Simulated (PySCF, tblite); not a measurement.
# C4H13BN2Si: geometry, infrared bands and NMR shifts

Wanted: the infrared bands and NMR shifts of C4H13BN2Si (`CB(C)[C@@H]1CN[SiH2]N1`), by calculation.

The runs use tblite 0.8.0 and PySCF 2.14.0, with density-fitted response routines of our own; the level of theory stands in each step. All values are computed, except where a source is named. Atoms are numbered from 0 throughout.

### Step 1. Starting geometry

21 atoms, charge 0, multiplicity 1; geometry from: force field or distance geometry start.

Bonds of the start (Å): C0–B1 1.59, B1–C2 1.61, B1–C3 1.60, C3–C4 1.54, C4–N5 1.47, N5–Si6 1.77, Si6–N7 1.78, N7–C3 1.47, C0–H8 1.11, C0–H9 1.10, C0–H10 1.10, C2–H11 1.10, C2–H12 1.12, C2–H13 1.10, C3–H14 1.12, C4–H15 1.11, C4–H16 1.12, N5–H17 1.05, Si6–H18 1.48, Si6–H19 1.46, N7–H20 1.05.

### Step 2. Relaxing the molecule with GFN2-xTB

The job: settings as JSON, then the geometry in Å.

```
{"job": {"kind": "relax", "xc": "GFN2-xTB", "basis": "xTB"}, "charge": 0, "multiplicity": 1}
C      1.969700     1.012400    -0.613500
B      1.264900    -0.187900     0.153800
C      2.201900    -1.302500     0.844700
C     -0.329500    -0.273500     0.272200
C     -0.989500    -0.517700    -1.094600
N     -2.424500    -0.220900    -1.036300
Si    -2.485200     1.050900     0.200300
N     -0.843300     0.954700     0.883700
H      1.200800     1.715400    -0.999600
H      2.549500     0.615800    -1.457300
H      2.630700     1.559700     0.078600
H      2.811600    -1.788700     0.064300
H      1.570800    -2.069800     1.355300
H      2.858300    -0.818700     1.588500
H     -0.591200    -1.140900     0.932600
H     -0.833400    -1.567500    -1.414900
H     -0.531600     0.146700    -1.871100
H     -2.900500    -1.059800    -0.623200
H     -3.495100     0.727800     1.230600
H     -2.696900     2.363900    -0.411200
H     -0.946300     0.817500     1.916500
```

Run with:

```sh
$ OMP_NUM_THREADS=1 python probes_run.py task.json out
```

This one command runs all jobs of the session in turn.

What it wrote:

```text
step      E/eV     max force
  0    -653.07396    1.988
  1    -653.27763    1.310
  2    -653.40079    0.827
  3    -653.44528    0.464
  4    -653.47239    0.418
  5    -653.49303    0.396
  6    -653.51931    0.470
  7    -653.54344    0.456
  8    -653.56374    0.363
  9    -653.58031    0.362
 10    -653.59638    0.313
 11    -653.60974    0.282
 12    -653.61834    0.219
 13    -653.62255    0.130
 14    -653.62473    0.133
 15    -653.62641    0.141
 16    -653.62805    0.138
 17    -653.62964    0.079
 18    -653.63139    0.101
 19    -653.63262    0.111
 20    -653.63474    0.144
 21    -653.63654    0.115
 22    -653.63809    0.078
 23    -653.63937    0.092
 24    -653.64095    0.102
 25    -653.64277    0.130
 26    -653.64450    0.109
 27    -653.64575    0.079
 28    -653.64656    0.058
 29    -653.64718    0.066
 30    -653.64772    0.065
 31    -653.64821    0.055
 32    -653.64873    0.064
 33    -653.64939    0.062
 34    -653.65013    0.060
 35    -653.65079    0.055
 36    -653.65129    0.053
 37    -653.65176    0.061
 38    -653.65234    0.063
 39    -653.65296    0.056
 40    -653.65345    0.049
 41    -653.65382    0.043
 42    -653.65419    0.047
 43    -653.65490    0.065
 44    -653.65569    0.066
 45    -653.65658    0.070
 46    -653.65732    0.073
 47    -653.65807    0.076
 48    -653.65886    0.071
 49    -653.65958    0.056
 50    -653.66009    0.044
 51    -653.66047    0.040
 52    -653.66083    0.044
 53    -653.66115    0.042
 54    -653.66144    0.043
 55    -653.66170    0.041
 56    -653.66201    0.045
 57    -653.66238    0.046
 58    -653.66283    0.044
 59    -653.66330    0.058
 60    -653.66376    0.056
 61    -653.66421    0.049
 62    -653.66477    0.063
 63    -653.66552    0.080
 64    -653.66632    0.121
 65    -653.66709    0.101
 66    -653.66834    0.065
 67    -653.66912    0.064
 68    -653.66964    0.067
 69    -653.67048    0.062
 70    -653.67137    0.087
 71    -653.67228    0.074
 72    -653.67294    0.161
 73    -653.67415    0.110
 74    -653.67592    0.117
 75    -653.67050    0.853
 76    -653.67853    0.394
 77    -653.68204    0.120
 78    -653.68525    0.233
 79    -653.67685    1.086
 80    -653.69056    0.214
 81    -653.69421    0.226
 82    -653.69427    1.340
 83    -653.71082    0.160
 84    -653.71799    0.234
 85    -653.68728    1.714
 86    -653.72665    0.190
 87    -653.73110    0.230
 88    -653.71833    1.200
 89    -653.73879    0.198
 90    -653.74189    0.214
 91    -653.74611    0.450
 92    -653.74933    0.187
 93    -653.75194    0.106
 94    -653.75497    0.251
 95    -653.75700    0.200
 96    -653.75890    0.148
 97    -653.76073    0.086
 98    -653.76177    0.063
 99    -653.76241    0.047
100    -653.76324    0.042
101    -653.76379    0.054
102    -653.76432    0.077
103    -653.76494    0.104
104    -653.76555    0.092
105    -653.76594    0.061
106    -653.76616    0.031
107    -653.76633    0.031
108    -653.76653    0.027
109    -653.76672    0.035
110    -653.76694    0.032
111    -653.76715    0.025
112    -653.76732    0.028
113    -653.76744    0.022
114    -653.76752    0.022
115    -653.76760    0.018
116    -653.76768    0.018
117    -653.76775    0.022
118    -653.76784    0.023
119    -653.76796    0.028
120    -653.76811    0.026
121    -653.76825    0.023
122    -653.76837    0.021
123    -653.76847    0.023
124    -653.76856    0.023
125    -653.76865    0.021
126    -653.76875    0.028
127    -653.76890    0.036
128    -653.76911    0.038
129    -653.76933    0.029
130    -653.76951    0.030
131    -653.76966    0.028
132    -653.76984    0.034
133    -653.77011    0.045
134    -653.77047    0.053
135    -653.77085    0.044
136    -653.77120    0.046
137    -653.77148    0.043
138    -653.77173    0.039
139    -653.77195    0.028
140    -653.77212    0.028
141    -653.77222    0.027
142    -653.77231    0.019
143    -653.77238    0.023
144    -653.77244    0.022
145    -653.77251    0.018
146    -653.77257    0.019
147    -653.77263    0.013
148    -653.77267    0.014
149    -653.77272    0.017
150    -653.77277    0.018
151    -653.77283    0.017
152    -653.77288    0.013
153    -653.77293    0.012
154    -653.77298    0.013
155    -653.77302    0.014
156    -653.77305    0.016
157    -653.77309    0.016
158    -653.77314    0.016
159    -653.77320    0.015
160    -653.77324    0.014
161    -653.77328    0.016
162    -653.77333    0.016
163    -653.77338    0.014
164    -653.77343    0.010
165    -653.77347    0.014
166    -653.77350    0.014
167    -653.77353    0.016
168    -653.77356    0.011
169    -653.77358    0.008
```

It took 2.4 s on 1 thread of Arm Neoverse N1, shared host.

Step by step: (not every step is listed)

```csv
step,energy from step 0 (eV),largest force (eV/Å)
0,0.0000,1.9882
1,-0.2037,1.3096
2,-0.3268,0.8265
3,-0.3713,0.4637
4,-0.3984,0.4178
5,-0.4191,0.3956
6,-0.4453,0.4696
7,-0.4695,0.4562
8,-0.4898,0.3633
23,-0.5654,0.0917
38,-0.5784,0.0628
53,-0.5872,0.0423
68,-0.5957,0.0671
83,-0.6369,0.1602
98,-0.6878,0.0632
113,-0.6935,0.0219
128,-0.6951,0.0376
143,-0.6984,0.0228
158,-0.6992,0.0161
164,-0.6995,0.0103
165,-0.6995,0.0137
166,-0.6995,0.0136
167,-0.6996,0.0159
168,-0.6996,0.0107
169,-0.6996,0.0076
```

Close pairs (by a distance rule), those that changed most:

```csv
bond,before (Å),after (Å),change (Å)
Si6–N7,1.781,1.715,-0.066
N5–Si6,1.775,1.723,-0.052
N5–H17,1.049,1.006,-0.043
N7–H20,1.047,1.005,-0.042
B1–C2,1.612,1.576,-0.035
C2–H12,1.117,1.088,-0.029
C0–H8,1.111,1.087,-0.024
C4–N5,1.467,1.446,-0.020
```

The end geometry stands in the next job.

### Step 3. Vibrational analysis with GFN2-xTB

The job: settings as JSON, then the geometry in Å.

```
{"job": {"kind": "ir", "xc": "GFN2-xTB", "basis": "xTB"}, "charge": 0, "multiplicity": 1}
C      1.943909     1.183561    -0.323308
B      1.289347    -0.142814     0.212771
C      2.175648    -1.419997     0.473368
C     -0.275647    -0.227994     0.486150
C     -0.984229    -0.867666    -0.725505
N     -2.378781    -0.499271    -0.620514
Si    -2.572849     1.039339     0.130753
N     -0.939268     1.065389     0.650813
H      1.258823     2.026518    -0.351439
H      2.311645     1.025080    -1.337338
H      2.815869     1.471384     0.262473
H      3.064048    -1.470680    -0.151935
H      1.628626    -2.354084     0.366689
H      2.527623    -1.388822     1.505708
H     -0.502835    -0.868757     1.354946
H     -0.873560    -1.956477    -0.705877
H     -0.534823    -0.495201    -1.657540
H     -2.931427    -0.795873    -1.407624
H     -3.644429     0.885205     1.121409
H     -2.785382     2.215314    -0.721554
H     -0.601226     1.592788     1.437082
```

What it wrote:

```text
mode    cm-1     km/mol
  1     -38.9      1.97
  2      41.7      0.04
  3      72.4      0.26
  4      88.8      0.94
  5     128.9      0.16
  6     168.2      1.35
  7     222.1      0.61
  8     257.1      0.07
  9     382.2      1.97
 10     390.0      7.47
 11     417.6     35.99
 12     441.3    106.02
 13     484.4      2.60
 14     558.4     33.66
 15     559.2     96.95
 16     577.1    109.85
 17     688.6     89.48
 18     711.5     31.74
 19     747.8      7.48
 20     820.5    157.29
 21     842.8     95.72
 22     849.4     36.04
 23     858.3     53.17
 24     880.5    186.18
 25     907.4     60.18
 26     952.1      2.02
 27     993.6     29.58
 28    1091.1     56.39
 29    1121.0    203.62
 30    1151.6     34.55
 31    1159.3    100.31
 32    1174.1     65.73
 33    1202.6     54.71
 34    1263.2    107.00
 35    1277.0     13.21
 36    1315.7     18.17
 37    1360.3     18.97
 38    1379.9     44.90
 39    1387.4     23.09
 40    1481.6      0.49
 41    1483.3      1.41
 42    1487.2      1.85
 43    1494.4      1.04
 44    1497.3      2.51
 45    2182.6    552.43
 46    2227.8    247.11
 47    2804.1     73.76
 48    2845.3    106.44
 49    2927.3     67.54
 50    2991.6     12.64
 51    2998.4     33.15
 52    3017.3     17.93
 53    3031.3     52.05
 54    3034.9     23.20
 55    3047.4     24.43
 56    3476.1      6.71
 57    3492.5      3.90
```

Run time: 1.5 s. Hardware: 1 thread of Arm Neoverse N1, shared host.

Which atoms move in the most intense modes:

```csv
cm⁻¹,km/mol,atoms
577,109.8,"H17 25 %, N5 20 %, Si6 11 %"
820,157.3,"H19 39 %, H18 39 %"
880,186.2,Si6 11 %
1121,203.6,"C4 24 %, N5 17 %, B1 14 %, H17 11 %"
1263,107.0,"H16 26 %, H20 20 %, H14 17 %, N7 11 %"
2183,552.4,"H19 53 %, H18 43 %"
2228,247.1,"H18 54 %, H19 44 %"
2845,106.4,H16 86 %
```

### Step 4. NMR shieldings: PBE0/pcSseg-1

Same as in step 3 but for these lines:

```diff
@@ -1,2 +1,2 @@
-{"job": {"kind": "ir", "xc": "GFN2-xTB", "basis": "xTB"}, "charge": 0, "multiplicity": 1}
+{"job": {"kind": "nmr", "xc": "PBE0", "basis": "pcSseg-1"}, "charge": 0, "multiplicity": 1}
 C      1.943909     1.183561    -0.323308
```

With the program's defaults for keys left out, this is: GIAO PBE0/pcSseg-1 NMR shielding, non-relativistic, gas phase.

What it wrote:

```text
coarse grid: 17240 points
cycle   1  E = -583.4702343993  dE =  8.663e-01  |g| = 6.342e-01  |ddm| = 4.063e+00
cycle   2  E = -583.4206471625  dE =  4.959e-02  |g| = 7.958e-01  |ddm| = 1.363e+00
cycle   3  E = -583.5660374160  dE = -1.454e-01  |g| = 8.765e-02  |ddm| = 8.341e-01
cycle   4  E = -583.5674790568  dE = -1.442e-03  |g| = 3.216e-02  |ddm| = 1.006e-01
cycle   5  E = -583.5677225982  dE = -2.435e-04  |g| = 4.726e-03  |ddm| = 3.260e-02
cycle   6  E = -583.5677269909  dE = -4.393e-06  |g| = 1.764e-03  |ddm| = 5.763e-03
final grid: 159792 points
cycle   7  E = -583.6063960808  dE = -4.111e-05  |g| = 1.011e-02  |ddm| = 3.392e-02
cycle   8  E = -583.6063813544  dE =  1.473e-05  |g| = 1.299e-02  |ddm| = 2.076e-02
cycle   9  E = -583.6064207030  dE = -3.935e-05  |g| = 1.086e-03  |ddm| = 1.210e-02
cycle  10  E = -583.6064209521  dE = -2.492e-07  |g| = 2.405e-04  |ddm| = 1.114e-03
cycle  11  E = -583.6064209650  dE = -1.291e-08  |g| = 4.507e-05  |ddm| = 2.621e-04
cycle  12  E = -583.6064209654  dE = -3.645e-10  |g| = 2.117e-05  |ddm| = 6.688e-05
converged SCF energy = -583.6064209654

GIAO shielding tensors (ppm)
atom      isotropic    diamagn.    paramagn.     s11        s22        s33       span
  0 C      177.113     253.287     -76.174    154.067    187.247    190.025     35.958
  1 B        8.968     187.342    -178.374    -48.600    -40.449    115.952    164.552
  2 C      172.964     253.351     -80.387    152.072    178.494    188.325     36.253
  3 C      128.538     248.496    -119.958    109.436    127.215    148.965     39.529
  4 C      140.500     247.992    -107.492    118.818    135.476    167.206     48.388
  5 N      245.326     322.309     -76.984    193.402    233.630    308.945    115.543
  6 Si     373.699     880.849    -507.150    349.867    354.262    416.968     67.101
  7 N      234.267     321.726     -87.459    195.146    221.878    285.777     90.631
  8 H       29.700      32.756      -3.055     24.594     30.436     34.070      9.476
  9 H       31.191      30.575       0.616     27.573     28.847     37.154      9.581
 10 H       31.070      29.712       1.358     26.993     29.183     37.033     10.040
 11 H       30.673      30.062       0.610     26.836     29.479     35.702      8.866
 12 H       30.820      32.146      -1.325     26.456     31.000     35.005      8.550
 13 H       31.260      29.657       1.603     27.466     29.004     37.310      9.844
 14 H       28.004      32.881      -4.876     22.283     26.829     34.901     12.618
 15 H       28.414      31.659      -3.245     22.685     27.907     34.648     11.963
 16 H       28.940      33.133      -4.193     23.305     28.580     34.935     11.630
 17 H       31.732      31.044       0.689     22.406     28.368     44.424     22.019
 18 H       26.334      28.752      -2.418     22.517     23.614     32.872     10.355
 19 H       26.314      29.338      -3.024     22.320     23.943     32.680     10.361
 20 H       31.515      33.873      -2.358     23.335     28.484     42.726     19.391
```

It took 82 s on 1 thread of Arm Neoverse N1, shared host; peak memory 1 GiB.

The references, computed at this level on geometries of the same kind, shield at (ppm): ¹H TMS 31.72, ¹³C TMS 186.9, ²⁹Si TMS 349.2, ¹⁵N NH3 267.7, ¹¹B BF3·OEt2 100.1. Their shielding less the atom's gives the shift. The references are single molecules in the gas phase, so shifts against H2O, NH3, PH3, H3PO4 or CFCl3 are not on the usual liquid scales and can be off by tens of ppm. Atoms listed in one row are averaged.

```csv
atoms,environment,σ (ppm),δ (ppm),δ scaled to CDCl3
C3,sp3 CH bonded to B and N,128.5,58.4,55.1
C4,sp3 CH2 bonded to N,140.5,46.4,43.4
"C0, C2",methyl carbon bonded to B,175.0,11.9,9.7
H19,"hydrogen on a silicon bonded to 2 N, in a 5-membered ring",26.31,5.40,–
H18,"hydrogen on a silicon bonded to 2 N, in a 5-membered ring",26.33,5.38,–
H14,hydrogen on an sp3 CH bonded to B and N,28.00,3.71,3.61
H15,hydrogen on an sp3 CH2 bonded to N,28.41,3.30,3.22
H16,hydrogen on an sp3 CH2 bonded to N,28.94,2.78,2.72
"H8, H9, H10, H11, H12, H13",hydrogen on a methyl carbon bonded to B,30.79,0.93,0.98
H20,"hydrogen on a nitrogen bonded to C, Si, in a 5-membered ring",31.51,0.20,–
H17,"hydrogen on a nitrogen bonded to C, Si, in a 5-membered ring",31.73,-0.02,–
B1,boron bonded to 3 C,9.0,91.1,–
N7,"nitrogen bonded to C, Si, H, in a 5-membered ring",234.3,33.5,–
N5,"nitrogen bonded to C, Si, H, in a 5-membered ring",245.3,22.4,–
Si6,"silicon bonded to 2 N, 2 H, in a 5-membered ring",373.7,-24.5,–
```

The scaled column applies a straight-line fit of computed shieldings to shifts measured in CDCl3 (root-mean-square error 0.16 ppm for H, 1.9 ppm for C).

The run also stored atomic charges by several schemes (e):

```csv
atoms,Mulliken,IAO,Hirshfeld,ESP fit
"C0, C2",-0.49,-0.58,-0.20,-0.68
B1,0.43,0.35,0.21,0.59
C3,-0.20,-0.14,-0.05,0.02
C4,0.01,-0.13,-0.02,0.14
N5,-0.66,-0.69,-0.26,-0.79
Si6,0.86,1.01,0.39,0.82
N7,-0.65,-0.69,-0.25,-0.70
```

Mayer bond orders: C0–B1 1.08, B1–C2 1.05, B1–C3 0.94, C3–C4 1.02, C4–N5 0.96, N5–Si6 0.98, Si6–N7 1.00, N7–C3 0.92.

Ring of atoms C3, C4, N5, Si6, N7: NICS(0) -8.2, NICS(1) -2.9, NICS(1)zz -3.7 ppm (means of both faces).

The fields below are evaluated on a grid from the run's orbitals.

Frontier orbitals at PBE0/pcSseg-1, with the share of their density that lies nearest to each atom:

```csv
orbital,energy (eV),lies on
HOMO,-6.32,N7 47 %; N5 15 %; H14 9 %
LUMO,-0.49,"B1 55 %; H9, H13 about 6 % each"
```

ELF in a plane through or near 7 of the atoms.

Values, 10 rows by 14 columns:
```
0.00 0.00 0.00 0.00 0.00 0.00 0.00 0.00 0.00 0.00 0.00 0.00 0.00 0.00
0.00 0.00 0.00 0.00 0.01 0.02 0.04 0.00 0.00 0.00 0.00 0.00 0.00 0.00
0.00 0.00 0.00 0.24 0.78 0.43 0.99 0.09 0.01 0.01 0.94 0.76 0.01 0.00
0.00 0.00 0.00 0.44 0.89 0.22 0.94 0.05 0.59 0.15 1.00 1.00 0.21 0.00
0.00 0.00 0.00 0.01 0.12 0.91 0.50 0.07 0.36 0.18 0.63 0.66 0.03 0.00
0.00 0.00 0.58 0.98 0.51 0.45 0.38 0.57 0.33 0.80 0.66 0.06 0.00 0.00
0.00 0.00 0.65 0.99 0.64 0.30 0.02 0.56 0.33 0.47 0.73 0.05 0.00 0.00
0.00 0.00 0.01 0.05 0.43 0.68 0.05 1.00 0.79 0.14 0.25 0.01 0.00 0.00
0.00 0.00 0.00 0.00 0.01 0.01 0.00 0.62 0.19 0.00 0.00 0.00 0.00 0.00
0.00 0.00 0.00 0.00 0.00 0.00 0.00 0.00 0.00 0.00 0.00 0.00 0.00 0.00
```
The map spans 12.5 Å across and 9.6 Å up, centred on the molecule. Atoms in the plane (x, y in Å): C0 (-1.6, 1.5), C4 (0.8, -1.1), N5 (2.3, -1.0), H8 (-0.8, 2.2), H11 (-3.3, -0.9), H15 (0.5, -2.1), H19 (3.2, 1.6).

On the surface of density 0.002 e/bohr³ the electrostatic potential runs, from the 1st to the 99th percentile, from -1.20 V near N5 to 1.39 V near H17.

### Step 5. Results

| quantity | value |
| --- | --- |
| strongest single infrared mode (GFN2-xTB) | 2183 cm⁻¹, 552 km/mol |
| zero-point energy (GFN2-xTB) | 106.4 kcal/mol |
| ¹³C shifts against TMS (PBE0/pcSseg-1, means over atoms taken as alike) | 58.4, 46.4, 11.9 ppm |
| ¹H shifts against TMS (PBE0/pcSseg-1, means over atoms taken as alike) | 5.40, 5.38, 3.71, 3.30, 2.78, 0.93, 0.20, -0.02 ppm |
| ¹¹B shifts against BF3·OEt2 (PBE0/pcSseg-1) | 91.1 ppm |
| ¹⁵N shifts against NH3 (PBE0/pcSseg-1) | 33.5, 22.4 ppm |
| ²⁹Si shifts against TMS (PBE0/pcSseg-1) | -24.5 ppm |
| surface potential, 1st and 99th percentile | -1.20 V and 1.39 V |

What this shows: Over 169 steps the energy fell by 0.700 eV; of the close pairs, Si6–N7 changed most, 1.781 to 1.715 Å. The lowest mode is imaginary (39i cm⁻¹), so the xTB geometry is not a minimum. The strongest single mode, at 2183 cm⁻¹, moves mainly H19 and H18. Unscaled tight-binding wavenumbers are off by several per cent, some by more. Its intensities can rank the bands wrongly. At PBE0/pcSseg-1: Shielding is most anisotropic at B1 (span 165 ppm, paramagnetic term -178 ppm). By nearest atom (PBE0/pcSseg-1), the HOMO sits on N7 47 %; N5 15 % and the LUMO on B1 55 %; H9, H13 about 6 % each.
